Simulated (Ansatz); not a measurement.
# AlAsH: the cost of one run

The runs use Ansatz 0.2.0, Gaussian basis; def2-QZVPP, all electrons in the functionals, frozen cores in the correlation of double hybrids and RPA.

The runs, in order: wB97M-V, B2PLYP, at charge 0, quartet; charge 0, doublet; charge 0, sextet; charge 1, triplet; charge 1, quintet.

10 further runs of the same task are left out: 10 set aside as unsound or not needed. Runs told in other sessions of the task aren't counted.

## Step 1: The system

The geometry is a PBE0/def2-TZVP stationary point (not a proven minimum). No spin-orbit coupling is included. The filled d shell of As may be among the frozen orbitals whatever the setting's name suggests.

3 atoms, charge 0, spin multiplicity 4.

Atoms are counted from 1 here; the program's logs count them from 0.

Bond lengths: Al1–As2 2.506 Å, As2–H3 1.536 Å. Angles: Al1–As2–H3 97.9°.

As a file:

```xyz
3
charge 0, multiplicity 4
Al    0.0000    0.0294    1.8508
As    0.0000   -0.0306   -0.6544
H     0.0000    1.4853   -0.9022
```

No dispersion term is added; wB97M-V holds VV10 nonlocal correlation.

The geometry shown and the zero of energy belong to the point charge 0, quartet. The yardstick, RCCSD(T), and other wave-function levels (R restricted, U unrestricted, valence and pair active spaces) come from earlier runs.

## Step 2: wB97M-V, charge 0, quartet

Contents of in.yaml:

```yaml
crystal:
  periodic: [false, false, false]
  atoms:
    - {symbol: Al, position_ang: [0.000000, 0.029431, 1.850804]}
    - {symbol: As, position_ang: [0.000000, -0.030581, -0.654394]}
    - {symbol: H, position_ang: [0.000000, 1.485283, -0.902155]}
basis:
  gaussian: {orbitals: "def2-QZVPP.json"}
magnetization: {spin_polarized: true, initial_magnetization: 3}
hamiltonian: {xc: {name: wB97M-V}}
output: {orbitals: {seedname: orbitals}}
```

Run with:

```sh
$ ansatz run in.yaml --threads 1 --pin off --events-out ev --progress --plain --max-ram 2393MiB
```

What time and memory should one allow on 1 thread of Arm Neoverse V1, shared host?

About 79 s, with a peak of 0.82 GiB.
